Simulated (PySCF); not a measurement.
# CaN₂: triplet, from a end-on start

The task is one start of a wider search on CaN₂: the triplet, from a end-on start. It is relaxed, tested by its Hessian and followed downhill if it is a saddle.

Program: PySCF 2.14.0. Level of theory: PBE0, basis Ca def2-TZVP, N def2-TZVP, no relativity, density fitting. These are calculated values, not measurements.

## (1) Where the work starts

3 atoms, charge 0, spin multiplicity 3.

Bond lengths: Ca1–N2 2.493 Å, N2–N3 1.204 Å. Angles: Ca1–N2–N3 119.9°.

```xyz
3
charge 0 multiplicity 3
Ca    0.0000    0.0000    0.0000
N     0.0000    0.0000    2.4926
N     1.0440    0.0000    3.0926
```

## (2) First SCF at the start

The steps below are one call of a driver around PySCF. For each, scf.py gives the equivalent set-up of the SCF; relaxations use the driver's own optimiser. After this first run the driver tries any further starts and a stability analysis.

scf.py reads:

```python
from pyscf import gto, scf, dft
mol = gto.M(atom='''
Ca     0.000000     0.000000     0.000000
N      0.000000     0.000000     2.492600
N      1.044000     0.000000     3.092600''',
    basis={'Ca': 'def2-TZVP', 'N': 'def2-TZVP'},
    charge=0, spin=2)
mf = dft.UKS(mol, xc='PBE0')
mf.grids.atom_grid = (50, 194)
aux = {'Ca': 'def2-universal-JKFIT', 'N': 'def2-universal-JKFIT'}
mf = mf.density_fit(auxbasis=aux)
mf.conv_tol = 1e-08
mf.diis_space = 10
mf.max_cycle = 60
mf.init_guess = 'minao'
mf.verbose = 4
mf.kernel()
```

Command:

```console
OMP_NUM_THREADS=2 python axn.py task.json out
```

Log:

```text
init E= -786.791864476544
[... the frontier-level lines of each cycle are left out ...]
cycle= 1 E= -786.750022678738  delta_E= 0.0418  |g|= 0.153  |ddm|= 1.45
cycle= 2 E= -786.67191169589  delta_E= 0.0781  |g|= 0.371  |ddm|= 0.908
cycle= 3 E= -786.774662165975  delta_E= -0.103  |g|= 0.0352  |ddm|= 0.594
cycle= 4 E= -786.774174409535  delta_E= 0.000488  |g|= 0.0513  |ddm|= 0.0597
cycle= 5 E= -786.775291596454  delta_E= -0.00112  |g|= 0.00986  |ddm|= 0.0396
cycle= 6 E= -786.775351843532  delta_E= -6.02e-05  |g|= 0.00288  |ddm|= 0.0169
cycle= 7 E= -786.77536241876  delta_E= -1.06e-05  |g|= 0.00158  |ddm|= 0.00834
cycle= 8 E= -786.775366042395  delta_E= -3.62e-06  |g|= 0.000794  |ddm|= 0.00438
cycle= 9 E= -786.775367506236  delta_E= -1.46e-06  |g|= 0.000203  |ddm|= 0.00353
cycle= 10 E= -786.775367682141  delta_E= -1.76e-07  |g|= 0.000111  |ddm|= 0.00112
cycle= 11 E= -786.775367715511  delta_E= -3.34e-08  |g|= 6.73e-05  |ddm|= 0.000425
cycle= 12 E= -786.775367721916  delta_E= -6.41e-09  |g|= 2.41e-05  |ddm|= 0.000192
Extra cycle  E= -786.77536772166  delta_E= 2.56e-10  |g|= 3.65e-05  |ddm|= 8.62e-05
converged SCF energy = -786.77536772166  <S^2> = 2.0038992  2S+1 = 3.0025983
```

This step, with its further starts and checks, took 10 s on 2 threads of Arm Neoverse V2, shared host.

The starts that the driver tried:

| start | energy (Eh) |
| --- | --- |
| the minimal-basis guess | -786.775368 |
| a thermally smeared density | -786.775368 |
| a smeared PBE density | -786.775368 |

The test of internal stability and the other starts found no lower solution of this spin.

## (3) Relaxation: end-on start, triplet

The program finds Cs symmetry in the start, which this walk keeps. The walk stops when the largest gradient is under 0.0003 Eh/bohr and the energy has settled too.

scf.py, as its differences from that of step 2:

```diff
@@ -3,3 +3,3 @@
-Ca     0.000000     0.000000     0.000000
-N      0.000000     0.000000     2.492600
-N      1.044000     0.000000     3.092600''',
+Ca    -0.215087     0.000000    -1.150676
+N     -0.215087     0.000000     1.341924
+N      0.828913     0.000000     1.941924''',
@@ -15 +14,0 @@
-mf.init_guess = 'minao'
```

Energy and gradient, step by step:

```csv
step,energy (Eh),change (kJ/mol),largest symmetric gradient (Eh/bohr)
0,-786.775368,0.00,0.07833
1,-786.781380,-15.79,0.05764
2,-786.784628,-24.31,0.01641
3,-786.787139,-30.91,0.01440
4,-786.788826,-35.33,0.02987
5,-786.790567,-39.91,0.02516
6,-786.795402,-52.60,0.03399
7,-786.798633,-61.08,0.06092
8,-786.802557,-71.38,0.04423
9,-786.803621,-74.18,0.03280
10,-786.804213,-75.73,0.01246
11,-786.804370,-76.15,0.00114
12,-786.804380,-76.17,0.00012
13,-786.804380,-76.17,0.00006
```

The walk took 21 s.

Positions (Å) and forces (eV/Å) along the way:

```
step 0
Ca  -0.215   0.000  -1.151   0.131   0.000   1.269
N   -0.215   0.000   1.342   3.897   0.000   1.359
N    0.829   0.000   1.942  -4.027   0.000  -2.628
step 1
Ca  -0.207   0.000  -1.101   0.111   0.000   0.785
N   -0.178   0.000   1.337  -2.964   0.000  -2.190
N    0.784   0.000   1.898   2.853   0.000   1.405
step 7
Ca  -0.047   0.000  -0.843   0.310   0.000   0.320
N   -0.370   0.000   1.417   2.823   0.000   0.734
N    0.815   0.000   1.560  -3.133   0.000  -1.054
step 13
Ca   0.017   0.000  -0.795   0.002   0.000  -0.003
N   -0.388   0.000   1.509   0.000   0.000   0.002
N    0.769   0.000   1.420  -0.002   0.000   0.001
```

End point (C2v, 13 steps, 76.2 kJ/mol gained): Ca–N 2.339 Å (×2), N–N 1.161 Å; Ca–N–N 75.6° (×2), N–Ca–N 28.7°.

## (4) Vibrations and properties at this point

The point is checked on the finer grid, and tightened if its gradient asks for it. The Hessian and the dipole derivatives come from central differences of analytic gradients, with steps of 0.02 bohr.

scf.py, as its differences from that of step 3:

```diff
@@ -3,3 +3,3 @@
-Ca    -0.215087     0.000000    -1.150676
-N     -0.215087     0.000000     1.341924
-N      0.828913     0.000000     1.941924''',
+Ca    -0.071674     0.000000    -0.931500
+N     -0.476304     0.000000     1.373246
+N      0.680782     0.000000     1.284213''',
@@ -9 +9 @@
-mf.grids.atom_grid = (50, 194)
+mf.grids.atom_grid = (75, 302)
@@ -12 +12 @@
-mf.conv_tol = 1e-08
+mf.conv_tol = 1e-10
```

This SCF starts from the last density.

SCF at the final geometry:

```text
init E= -786.804424133331
[... the frontier-level lines of each cycle are left out ...]
cycle= 1 E= -786.804424133234  delta_E= 9.72e-11  |g|= 1.79e-05  |ddm|= 1.32e-05
cycle= 2 E= -786.804424132673  delta_E= 5.61e-10  |g|= 4.2e-05  |ddm|= 2.83e-05
cycle= 3 E= -786.80442413336  delta_E= -6.87e-10  |g|= 4.27e-07  |ddm|= 1.98e-05
cycle= 4 E= -786.804424133361  delta_E= -1.36e-12  |g|= 1.4e-07  |ddm|= 6.9e-07
Extra cycle  E= -786.804424133357  delta_E= 4.32e-12  |g|= 1.45e-07  |ddm|= 6.2e-07
converged SCF energy = -786.804424133357  <S^2> = 2.0025854  2S+1 = 3.0017231
```

The whole step took 41 s.

Geometry: C2v; Ca–N 2.340 Å (×2), N–N 1.161 Å; Ca–N–N 75.6° (×2), N–Ca–N 28.7°.

Modes, for the most abundant isotopes:

```
symmetry  ω (cm⁻¹)  IR (km/mol)
      b2       346          9.3
      a1       377         37.5
      a1      1951          159
```

Every mode is real; the point is a minimum.

Properties at this point:

```
Dipole moment                                                   : 2.49 D
Highest occupied level                                          : -4.16 eV
Lowest empty level                                              : -1.75 eV
Rotational constants                                            : 1.788, 0.1992, 0.1792 cm⁻¹
Zero-point energy                                               : 16.0 kJ/mol
Principal polarisabilities                                      : 123.1, 156.0, 170.8 bohr³
Atomisation energy without zero-point energy                    : 895 kJ/mol
Principal traceless quadrupole moments about the centre of mass : -7.38, 1.67, 5.71 D Å
Entropy at 298.15 K and 1 bar (electronic part: spin only)      : 269.4 J/(mol K)
Heat capacity Cp at 298.15 K                                    : 46.3 J/(mol K)
Enthalpy at 298.15 K above 0 K                                  : 11.75 kJ/mol
Rotational symmetry number                                      : 2
Spin squared ⟨S²⟩                                               : 2.003
```

Charges (e) and bond orders:

```tsv
atom	Mulliken	Löwdin	polar tensor	spin (Mulliken)	Mayer order to Ca1
Ca1	0.53	0.32	0.46	1.23	–
N2,3	-0.27	-0.16	-0.23	0.39	0.40
```

Outer orbital energies (eV). α occupied: -29.90, -28.62, -15.18, -12.40, -11.46, -10.81, -4.19, -4.16; empty: -1.21, -1.09, -0.90, -0.72. β occupied: -29.98, -29.79, -29.56, -28.24, -14.30, -11.27, -11.06, -10.16; empty: -1.75, -0.64, -0.47, 0.02.

Mulliken populations on Ca1: s 6.87, p 12.26, d 0.34.

## (5) Outcome

```
                                          quantity                                                            value
                                           minimum                                                     triplet, C2v
                                          geometry  Ca–N 2.340 Å (×2), N–N 1.161 Å; Ca–N–N 75.6° (×2), N–Ca–N 28.7°
                                wavenumbers (cm⁻¹)                                    346 (b2), 377 (a1), 1951 (a1)
                                     dipole moment                                                           2.49 D
highest occupied, lowest empty level (either spin)                                                  -4.16, -1.75 eV
                        polar-tensor charge of Ca1                                                          +0.46 e
                                 zero-point energy                                                      16.0 kJ/mol
                               entropy at 298.15 K                                                  269.4 J/(mol K)
         atomisation energy (no zero-point energy)                                                       895 kJ/mol
                                              ⟨S²⟩                                                            2.003
```

In words: From Cs at the start the molecule goes to a C2v minimum. In the infrared the band at 1951 cm⁻¹ (a1) leads. Most of the spin sits on Ca1 (Mulliken spin 1.23, against 2 for the whole molecule). Other starts or spin states, not run here, may lie lower.

The search up to here took 72 s.
